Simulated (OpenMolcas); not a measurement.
# Os⁵⁺ among point charges: CASSCF and CASPT2 levels and susceptibility

How does a field of 3 point charges split the states of Os⁵⁺, and what χT follows?

Method: state-averaged CASSCF and CASPT2, spin-orbit coupling by RASSI with atomic mean-field integrals. Code: OpenMolcas 26.06.

### 1 Starting point

```
Species                           : Os⁵⁺ (osmium, Z = 76, 71 electrons)
Basis                             : ANO-RCC-VDZP [7s6p4d2f1g], 68 functions
Scalar Hamiltonian                : DKH2, point nucleus
Inactive shells                   : 1s 2s 2p 3s 3p 3d 4s 4p 4d 4f 5s 5p
Active space                      : 3 electrons in 5 orbitals (5d)
Some configurations of this space : 5d3
Orbitals                          : optimised for each spin and parity, averaged over all roots
```

The outer shells:

5d3
```
5d [↑ ][↑ ][↑ ][  ][  ]
```

The ion sits among 3 point charges of -3 e arranged as a planar triangle (D3h), 2.17 Å from the ion.

Each step is its own input file, run in one work folder so that later steps find the files of earlier ones. Labels, J, g values, rates, χT and fits are worked out afterwards by a script from the matrices that RASSI stores.

### 2 GATEWAY and SEWARD: basis and integrals

a.inp

```
&GATEWAY
Coord
1

Os 0.0 0.0 0.0
Basis=ANO-RCC-VDZP
Group=NoSym
NoMove
AngMom=0.0 0.0 0.0
AMFI
XField
3 Angstrom 0
2.170000 0.000000 0.000000 -3.000000
-1.085000 1.879275 0.000000 -3.000000
-1.085000 -1.879275 0.000000 -3.000000
&SEWARD
```

Run with:

```bash
$ OMP_NUM_THREADS=1 MOLCAS_MEM=1689 MOLCAS_PROJECT=a pymolcas a.inp > a.log
```

### 3 Reference wave functions, quartets, 10 roots

a.inp

```
&RASSCF
FileOrb=start.orb
Symmetry=1
Spin=4
nActEl=3 0 0
Inactive=34
Ras2=5
CIRoot=10 10 1
SDav=10
CIMx=300
Iter=120 100
PrWF=0.3
OrbListing=Nothing
MaxOrb=0
>>> COPY $Project.JobIph JOB001
```

start.orb holds the contracted functions of the basis, ordered by shell, or the orbitals of the step before.

### 4 Reference wave functions, doublets, 40 roots

a.inp

```
&RASSCF
FileOrb=start.orb
Symmetry=1
Spin=2
nActEl=3 0 0
Inactive=34
Ras2=5
CIRoot=40 40 1
SDav=40
CIMx=300
Iter=120 100
PrWF=0.3
OrbListing=Nothing
MaxOrb=0
>>> COPY $Project.JobIph JOB002
```

### 5 State interaction with spin-orbit coupling

a.inp

```
&RASSI
NrOfJobIphs=2 10 40
1 2 3 4 5 6 7 8 9 10
1 2 3 4 5 6 7 8 9 10 11 12 13 14 15 16 17 18 19 20 21 22 23 24 25 26 27
28 29 30 31 32 33 34 35 36 37 38 39 40
IphNames
JOB001
JOB002
EJob
SpinOrbit
DIPRint=1.0
SOCoupling=1000.0
Subsets=2
Property=9
'ANGMOM' 1 'ANGMOM' 2 'ANGMOM' 3 'MLTPL  1' 1 'MLTPL  1' 2 'MLTPL  1' 3
'AMFI' 1 'AMFI' 2 'AMFI' 3
SOProperty=3
'ANGMOM' 1 'ANGMOM' 2 'ANGMOM' 3
```

### 6 CASPT2: IPEA 0.25, imaginary shift 0.1 (closed shells correlated: 4f 5s 5p)

a.inp

```
>>> COPY JOB001 $Project.JobIph
&CASPT2
Multistate=10 1 2 3 4 5 6 7 8 9 10
NoMult
Frozen=23
IPEA=0.25
Imaginary=0.1
MaxIter=60
WThr=0.0 0.3 0.05
PrWF=0.5
NoMix
>>> COPY JOB002 $Project.JobIph
&CASPT2
Multistate=40 1 2 3 4 5 6 7 8 9 10 11 12 13 14 15 16 17 18 19 20 21 22
23 24 25 26 27 28 29 30 31 32 33 34 35 36 37 38 39 40
NoMult
Frozen=23
IPEA=0.25
Imaginary=0.1
MaxIter=60
WThr=0.0 0.3 0.05
PrWF=0.5
NoMix
```

(Steps that only read results are left out.)

Before running it: what results should come out? Wanted: spin-free ground state; first state of the same spin within the active space; lowest level; next level.

The runs gave:

| quantity | value |
| --- | --- |
| method | SS-CASPT2, IPEA 0.25, imaginary shift 0.1 (closed shells correlated: 4f 5s 5p) |
| spin-free ground state | 4A2, 1-fold in its orbital part |
| first state of the same spin within the active space | 4A1 at 6710 cm⁻¹ |
| lowest level | 2-fold E3/2, g = 0.00, 0.00, 2.67 |
| next level | 3117.6 cm⁻¹ |
| χT at 300 K | 0.25 cm³ K/mol |
| effective moment at 300 K | 1.42 μB |

Cost by method:

| method | time of its own steps | time with the reference |
| --- | --- | --- |
| A. CASSCF | 8.8 s | 8.8 s |
| B. SS-CASPT2, IPEA 0.25, imaginary shift 0.1, +4f 5s 5p | 13 s | 22 s |

Times are of one thread on a shared host.

In words: The spin-free ground state (4A2) comes to 60 % from free-ion P terms and keeps the highest spin of the shell. χT at 300 K is 0.25, against 1.88 cm³ K/mol for the spin alone, so spin-orbit coupling lowers it. CASPT2 does not keep the components of a term degenerate, and the means are used. The field of point charges can differ much from that of real complexes. This is an electrostatic model: the charges have no orbitals.
